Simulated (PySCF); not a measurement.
# [Ce(H2O)]2+: other functionals and bases at one geometry

How far do other levels of theory move the description of [Ce(H2O)]2+, and what does each cost? The structure is generated, not taken from experiment.

Computed with PySCF 2.14.0. Level: several levels, as the steps say, no spin–orbit coupling.

1 further run of the same task is left out (for a known fault of the program).

## Step 1: Where the work starts

4 atoms, charge 2, spin multiplicity 1.

Bond lengths: Ce1–O2 2.514 Å, O2–H3 0.976 Å, O2–H4 0.976 Å. Angles: Ce1–O2–H3 128.4°, Ce1–O2–H4 128.4°, H3–O2–H4 103.2°.

Geometry (Å):

```xyz
4
CeH2O
Ce    0.00000    0.00000   -0.17886
O     0.00000    0.00000    2.33481
H     0.76500    0.00000    2.94062
H    -0.76500    0.00000    2.94062
```

Formal oxidation states: Ce +2. Each metal's 2 4f electrons lie in its core potential, so multiplicities, spins and levels count the valence alone. For divalent La, Ce, Gd or Lu the extra electron is normally 5d or 6s, so this core forces an excited configuration. An earlier session relaxed this geometry at PBE0, Ce lcecp-0-SVP with ECP48, O def2-SVP, H def2-SVP (singlet, point group C2v).

At PBE0 on the finer grid: E = -102.402324 Eh, frontier levels not given, since the 4f levels lie in the core, Mulliken charge on Ce1 +1.79 e, largest force component 0.001 eV/Å. 

Levels to run: TPSSh; BLYP; PBE0, TZVP. Hardware: 2 threads of Intel Xeon Platinum 8259CL at 2.50GHz (Skylake/Cascade Lake), shared host.

## Step 2: TPSSh

The input, run.py (the lines that set the calculation):

```python
mol = gto.M(atom='''
Ce     0.00000     0.00000    -0.17886
O      0.00000     0.00000     2.33481
H      0.76500     0.00000     2.94062
H     -0.76500     0.00000     2.94062''',
    basis={'Ce': 'lcecp-0-SVP', 'O': 'def2-SVP', 'H': 'def2-SVP'},
    ecp={'Ce': 'lcecp-0-SVP'},
    charge=2, spin=0)
mf = dft.RKS(mol, xc='TPSSH')
mf.grids.atom_grid = (75, 302)  # f atoms: unpruned, at least (60, 302)
mf = mf.density_fit()  # fitting sets: Ce AutoAux, O def2-universal-JKFIT, H def2-universal-JKFIT
mf.conv_tol = 1e-08; mf.max_cycle = 55
mf.kernel(dm0)  # dm0: the density of the relaxed state
```

The run is started by

```sh
$ OMP_NUM_THREADS=2 python run.py
```

## Step 3: BLYP

Edit run.py (the lines that set the calculation) of step 2 so:

```diff
@@ -8,3 +8,3 @@
     charge=2, spin=0)
-mf = dft.RKS(mol, xc='TPSSH')
+mf = dft.RKS(mol, xc='BLYP')
 mf.grids.atom_grid = (75, 302)  # f atoms: unpruned, at least (60, 302)
```

## Step 4: PBE0, TZVP

Basis: Ce lcecp-0-TZVP with ECP48, O def2-TZVP, H def2-TZVP. 

The input, run.py (the lines that set the calculation):

```python
mol = gto.M(atom='''
Ce     0.00000     0.00000    -0.17886
O      0.00000     0.00000     2.33481
H      0.76500     0.00000     2.94062
H     -0.76500     0.00000     2.94062''',
    basis={'Ce': 'lcecp-0-TZVP', 'O': 'def2-TZVP', 'H': 'def2-TZVP'},
    ecp={'Ce': 'lcecp-0-TZVP'},
    charge=2, spin=0)
mf = dft.RKS(mol, xc='PBE0')
mf.grids.atom_grid = (75, 302)  # f atoms: unpruned, at least (60, 302)
mf = mf.density_fit()  # fitting sets: Ce AutoAux, O def2-universal-JKFIT, H def2-universal-JKFIT
mf.conv_tol = 1e-08; mf.max_cycle = 55
mf.kernel(dm0)  # dm0: free metal ions and neutral atoms
```

**Question.** What will these runs give? Wanted: for each run, charge on Ce1; dipole; largest force.

**Answer**, as computed:

| level | state | charge on Ce1 (e) | dipole (D) | largest force (eV/Å) | basis functions | time |
| --- | --- | --- | --- | --- | --- | --- |
| PBE0 (relaxed here) | singlet | 1.79 | 1.60 | 0.00 | 55 | 3.9 s |
| TPSSh | singlet | 1.78 | 1.63 | 0.27 | 55 | 2.7 s |
| BLYP | singlet | 1.75 | 1.79 | 0.62 | 55 | 2.5 s |
| PBE0, TZVP | singlet | 1.87 | 1.59 | 0.36 | 90 | 5.5 s |

Times are on 2 threads of Intel Xeon Platinum 8259CL at 2.50GHz (Skylake/Cascade Lake), shared host; the first row also made further properties. The dipole of a charged species depends on the origin, so these sizes hold for this origin alone.

The largest leftover force, 0.62 eV/Å with BLYP, stands at a geometry relaxed at another level. The Mulliken charge on Ce spans +1.75 to +1.87 e over the levels. With 4f in the core, its levels are missing from HOMO and gap. Total energies of different levels can't be compared. Spin–orbit coupling is left out throughout.
